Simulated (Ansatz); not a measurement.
# CH7BFGeN: the cost of one run

Computed with Ansatz 0.2.0, Gaussian basis. Level: functionals in def2-TZVPP, the program's frozen cores in correlated methods.

The runs, in order: PBE-D4, r2SCAN-D4, PBE0-D4, B3LYP-D4, ωB97X-V, ωB97M-V, B2PLYP; CCSD(T)/def2-TZVPP; MP2/def2-QZVPP; extrapolation to the limit.

### Step 1. Structure used throughout

The geometry comes from an earlier relaxation with PBE0-D4 in a triple-zeta def2 set; it is a stationary point, not always the lowest conformer.

12 atoms, charge 0, spin multiplicity 1.

Atoms are counted from 1 here; the program's logs count them from 0.

Bond lengths: B1–C2 1.561 Å, B1–F3 1.324 Å, B1–H6 1.202 Å, C2–N4 1.451 Å, C2–H7 1.109 Å, C2–H8 1.100 Å, N4–Ge5 1.838 Å, N4–H9 1.010 Å, Ge5–H10 1.535 Å, Ge5–H11 1.538 Å, Ge5–H12 1.549 Å. Angles: C2–B1–F3 118.8°, C2–B1–H6 124.1°, F3–B1–H6 117.0°, B1–C2–N4 114.2°, B1–C2–H7 106.5°, B1–C2–H8 107.2°, N4–C2–H7 114.5°, N4–C2–H8 109.8°, H7–C2–H8 104.0°, C2–N4–Ge5 118.9°, C2–N4–H9 112.3°, Ge5–N4–H9 113.7°, N4–Ge5–H10 107.3°, N4–Ge5–H11 107.2°, N4–Ge5–H12 112.4°, H10–Ge5–H11 111.4°, H10–Ge5–H12 110.1°, H11–Ge5–H12 108.4°.

Geometry (Å):

| atom | x (Å) | y (Å) | z (Å) |
| --- | --- | --- | --- |
| B1 | -1.55333 | -0.14857 | 1.55930 |
| C2 | -0.31691 | -0.45830 | 0.65857 |
| F3 | -1.88563 | -1.01214 | 2.50680 |
| N4 | 0.04332 | 0.61511 | -0.24840 |
| Ge5 | 1.41317 | 0.34441 | -1.44330 |
| H6 | -2.25136 | 0.82199 | 1.43546 |
| H7 | -0.52404 | -1.42871 | 0.16233 |
| H8 | 0.52680 | -0.67819 | 1.32981 |
| H9 | -0.76661 | 1.06192 | -0.65305 |
| H10 | 1.49863 | 1.59407 | -2.33134 |
| H11 | 2.69956 | 0.14797 | -0.62435 |
| H12 | 1.19320 | -0.91456 | -2.31783 |

### Step 2. PBE-D4 (GGA)

in.yaml reads:

```yaml
crystal:
  periodic: [false, false, false]
  atoms:
    - {symbol: B, position_ang: [-1.553335, -0.148570, 1.559303]}
    - {symbol: C, position_ang: [-0.316910, -0.458295, 0.658568]}
    - {symbol: F, position_ang: [-1.885625, -1.012135, 2.506805]}
    - {symbol: N, position_ang: [0.043320, 0.615111, -0.248403]}
    - {symbol: Ge, position_ang: [1.413165, 0.344408, -1.443304]}
    - {symbol: H, position_ang: [-2.251361, 0.821990, 1.435461]}
    - {symbol: H, position_ang: [-0.524039, -1.428714, 0.162332]}
    - {symbol: H, position_ang: [0.526798, -0.678190, 1.329812]}
    - {symbol: H, position_ang: [-0.766606, 1.061916, -0.653054]}
    - {symbol: H, position_ang: [1.498630, 1.594069, -2.331342]}
    - {symbol: H, position_ang: [2.699559, 0.147975, -0.624348]}
    - {symbol: H, position_ang: [1.193203, -0.914563, -2.317828]}
basis:
  gaussian: {orbitals: def2-TZVPP}
hamiltonian: {xc: pbe, dispersion: d4}
output: {forces: true, orbitals: {seedname: orbitals}}
```

The run is started by

```sh
$ ansatz run in.yaml --threads 4 --pin off --events-out ev --progress --plain --max-ram 10444MiB
```

Q: Estimate wall time and peak memory on 4 threads of Intel Xeon at 2.50GHz, shared host.

About 6 s, with a peak of 0.37 GiB.
